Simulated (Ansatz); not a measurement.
**C2H8AlBO: up Jacob's ladder to CCSD(T)**

An exercise on one series of results from a longer session: the logs are not shown, and one member is left open.

Program: Ansatz 0.2.0, Gaussian basis. Level of theory: functionals in def2-TZVPP, the program's frozen cores in correlated methods. These are calculated values, not measurements.

The runs, in order: PBE-D4, r2SCAN-D4, PBE0-D4, B3LYP-D4, ωB97X-V, ωB97M-V, B2PLYP; CCSD(T)/def2-TZVPP; MP2/def2-QZVPP; extrapolation to the limit.

## The geometry

The geometry comes from an earlier relaxation with PBE0-D4 in a triple-zeta def2 set; it is a stationary point, not always the lowest conformer.

13 atoms, charge 0, spin multiplicity 1.

Atoms are counted from 1 here; the program's logs count them from 0.

Bond lengths: C1–O2 1.404 Å, C1–H6 1.099 Å, C1–H7 1.092 Å, C1–H8 1.092 Å, O2–B3 1.355 Å, B3–C4 1.573 Å, B3–Al5 2.168 Å, C4–H9 1.097 Å, C4–H10 1.096 Å, C4–H11 1.094 Å, Al5–H12 1.598 Å, Al5–H13 1.598 Å. Angles: O2–C1–H6 111.7°, O2–C1–H7 109.4°, O2–C1–H8 109.4°, H6–C1–H7 108.6°, H6–C1–H8 108.6°, H7–C1–H8 108.9°, C1–O2–B3 124.3°, O2–B3–C4 115.9°, O2–B3–Al5 123.4°, C4–B3–Al5 120.8°, B3–C4–H9 110.5°, B3–C4–H10 110.9°, B3–C4–H11 112.9°, H9–C4–H10 105.5°, H9–C4–H11 108.4°, H10–C4–H11 108.5°, B3–Al5–H12 122.2°, B3–Al5–H13 122.2° and more.

The first run:

The input, in.yaml:

```yaml
crystal:
  periodic: [false, false, false]
  atoms:
    - {symbol: C, position_ang: [-1.823208, 0.444922, 0.872257]}
    - {symbol: O, position_ang: [-0.800860, -0.512696, 0.779733]}
    - {symbol: B, position_ang: [0.309876, -0.371983, 0.016740]}
    - {symbol: C, position_ang: [1.330704, -1.567448, 0.064345]}
    - {symbol: Al, position_ang: [0.701763, 1.373376, -1.207488]}
    - {symbol: H, position_ang: [-1.613918, 1.325219, 0.248146]}
    - {symbol: H, position_ang: [-1.924534, 0.769139, 1.910243]}
    - {symbol: H, position_ang: [-2.766540, 0.001999, 0.545566]}
    - {symbol: H, position_ang: [2.307191, -1.223541, 0.425688]}
    - {symbol: H, position_ang: [1.514203, -1.965167, -0.940485]}
    - {symbol: H, position_ang: [0.995302, -2.387362, 0.705632]}
    - {symbol: H, position_ang: [1.552586, 2.615443, -0.671207]}
    - {symbol: H, position_ang: [0.237937, 1.463300, -2.734367]}
basis:
  gaussian: {orbitals: def2-TZVPP}
hamiltonian: {xc: pbe, dispersion: d4}
output: {forces: true, orbitals: {seedname: orbitals}}
```

Run with:

```console
$ ansatz run in.yaml --threads 4 --pin off --events-out ev --progress --plain --max-ram 10444MiB
```

Steps of the session up to this table: PBE-D4 (GGA); r2SCAN-D4 (meta-GGA); PBE0-D4 (hybrid); B3LYP-D4 (hybrid); ωB97X-V (range-separated); ωB97M-V (range-separated); B2PLYP (double hybrid); CCSD(T) in def2-TZVPP; MP2 in def2-QZVPP.

One table of the session follows, with a row left open; its other results are not shown here.

```
            method  atomisation energy (eV)
            PBE-D4                   49.046
         r2SCAN-D4                   48.582
           PBE0-D4                        ?
          B3LYP-D4                   48.442
           ωB97X-V                   48.489
           ωB97M-V                   48.507
            B2PLYP                   47.899
     HF/def2-TZVPP                   36.454
    MP2/def2-TZVPP                   47.718
   CCSD/def2-TZVPP                   46.638
CCSD(T)/def2-TZVPP                   47.217
           MP2/CBS                   48.791
       CCSD(T)/CBS                   48.290
```

Q: Estimate the row for PBE0-D4 from the others.

As computed: atomisation energy (eV): 48.410. In the column «atomisation energy (eV)» it lies between CCSD(T)/CBS (48.290) and B3LYP-D4 (48.442).

Limits of these values: Free atoms (2 C, 1 O, 1 B, 1 Al, 8 H) were run apart at each level; the atomisation energy is their sum less the molecule, without zero-point or spin-orbit terms.
